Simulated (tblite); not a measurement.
## CdF2: one setting at a time in tblite

Simulated with tblite 0.8.0. This is a test of settings. The cell began as a measured structure and was relaxed with r2SCAN+rVV10 in plane waves (Ansatz 0.2.0). All runs are without spin polarisation.

It is cubic, Fm-3m (No. 225); a = 5.365 Å in the conventional setting, 12.87 Å³ an atom. Cd has 8 F at 2.32 Å; F has 4 Cd at 2.32 Å.

The base run uses GFN2-xTB on a cluster of 96 atoms.

```python
import json
from ase import Atoms
from ase.build import make_supercell
from ase.units import Bohr, GPa, Hartree
from tblite.interface import Calculator

atoms = Atoms(['Cd', 'F', 'F'],
              cell=[[0.0, 2.68258099, 2.68258099], [2.68258099, 0.0, 2.68258099], [2.68258099, 2.68258099, 0.0]],
              scaled_positions=[[0.0, 0.0, 0.0], [0.25, 0.25, 0.25], [0.75, 0.75, 0.75]],
              pbc=True)
cluster = make_supercell(atoms, [[-2, 2, 2], [2, -2, 2], [2, 2, -2]])
calc = Calculator('GFN2-xTB', cluster.numbers, cluster.positions / Bohr, lattice=cluster.cell[:] / Bohr, periodic=cluster.pbc)
calc.set('temperature', 0.02 / Hartree)
calc.set('max-iter', 150)
res = calc.singlepoint()
levels = res.get('orbital-energies') * Hartree
nv = round(res.get('orbital-occupations').sum() / 2)
cells = len(cluster) // len(atoms)
out = {'energy_per_cell': res.get('energy') * Hartree / cells, 'homo': levels[nv - 1], 'lumo': levels[nv],
       'stress': (-res.get('virial') * Hartree / cluster.get_volume() / GPa).tolist(), 'charges': res.get('charges')[:len(atoms)].tolist(), 'electrons': 2 * nv / cells}
json.dump(out, open('results.json', 'w'))
for key, value in out.items():
    print(key, value)
```

Command: `python run.py`. It took 8.5 s on 1 thread of Arm Neoverse V1 (shared host), peak memory 0.11 GiB.

It converged with a gap of 4.55 eV and a pressure of 9.03 GPa (positive in compression). xTB was fitted to molecules, so gaps, charges and pressures of solids can be far off.

Each further run moved one setting: accuracy (scale of the thresholds); mixer-damping (damping of the charge mixer); method (Hamiltonian); temperature (electronic temperature in eV); cluster (size of the cluster in conventional cells). Changes are from the base run, which isn't itself converged in every setting; energies of another Hamiltonian, functional, basis or charge aren't compared, and those at a high electronic temperature are mostly its entropy term.

```json
{"setting": "accuracy = 0.01", "how it ended": "converged", "gap change (eV)": "0.00", "energy change (meV/atom)": "0.0", "pressure change (GPa)": "0.00", "time (s)": "8.5"}
{"setting": "mixer-damping = 0.1", "how it ended": "converged", "gap change (eV)": "0.00", "energy change (meV/atom)": "0.0", "pressure change (GPa)": "0.00", "time (s)": "8.6"}
{"setting": "method = IPEA1-xTB", "how it ended": "converged", "gap change (eV)": "-0.38", "energy change (meV/atom)": "–", "pressure change (GPa)": "-43.49", "time (s)": "5.8"}
{"setting": "temperature = 2.0 (poor on purpose)", "how it ended": "converged", "gap change (eV)": "1.13", "energy change (meV/atom)": "-794.3", "pressure change (GPa)": "32.03", "time (s)": "8.4"}
{"setting": "cluster = 1x1x1 (poor on purpose)", "how it ended": "converged", "gap change (eV)": "-0.15", "energy change (meV/atom)": "65.5", "pressure change (GPa)": "-1.31", "time (s)": "1.7"}
```

accuracy = 0.01 changes nothing that matters here. mixer-damping = 0.1 changes nothing that matters here.

The runs are scalar-relativistic, without spin-orbit coupling.
